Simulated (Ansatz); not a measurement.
Working through a convergence test of the k-point mesh of B, space group P6/mmm

Computed with Ansatz 0.2.0, Python API.

Interactive session:
```pycon
>>> import warnings
>>> import ansatz as az
>>> warnings.simplefilter("ignore", az.DeckWarning)
>>> system = (
...     az.Lattice.of([1.70243, 0.0, 0.0], [-0.85122, 1.47435, 0.0], [0.0, 0.0, 3.63542])
...     .atom("B", [0.0, 0.0, 0.0])
... )
>>> model = (
...     system.calculation()
...     .occupations("cold", width=0.05)  # fractional filling near the Fermi level
...     .functional(az.Functional.LDA)
... )
>>> rows = []
>>> for value in [1.0, 0.6, 0.4, 0.3]:
...     summary = model.kpoints(spacing=value).run(threads=1, backend="cpu").report
...     rows.append((value, summary["free_energy_ev"] / len(summary["lattice"]["sites"]), summary["n_iterations"], summary["n_kpoints"]))
...

>>> print("spacing (1/A)   F/atom (eV)    iterations      k-points")
spacing (1/A)   F/atom (eV)    iterations      k-points
>>> for row in rows:
...     print(f"{str(row[0]):>12s}  {row[1]:12.5f}  {row[2]:12d}  {row[3]:12d}")
...
         1.0    -148.77199             5            10
         0.6    -149.04497             5            20
         0.4    -149.07370             5            48
         0.3    -149.05867             5           108
>>> # the last row is the reference
>>> for row in rows[:-1]:
...     shift = 1000 * (row[1] - rows[-1][1])
...     print(f"{row[0]}: {shift:+.2f} meV/atom" + ("  (within 5 meV)" if abs(shift) < 5 else ""))
...
1.0: +286.68 meV/atom
0.6: +13.70 meV/atom
0.4: -15.04 meV/atom
```

Reading the output:
- This isn't the structure that B takes at ambient conditions.
- Shifts are counted from the finest mesh, which is itself no proven limit.
- Wall time of the script: 0.9 s on 1 thread of Intel(R) Xeon(R) 6975P-C (Granite Rapids) (shared host), peak memory 0.32 GiB.

(Lines on the test bed's own set-up are left out of the output.)
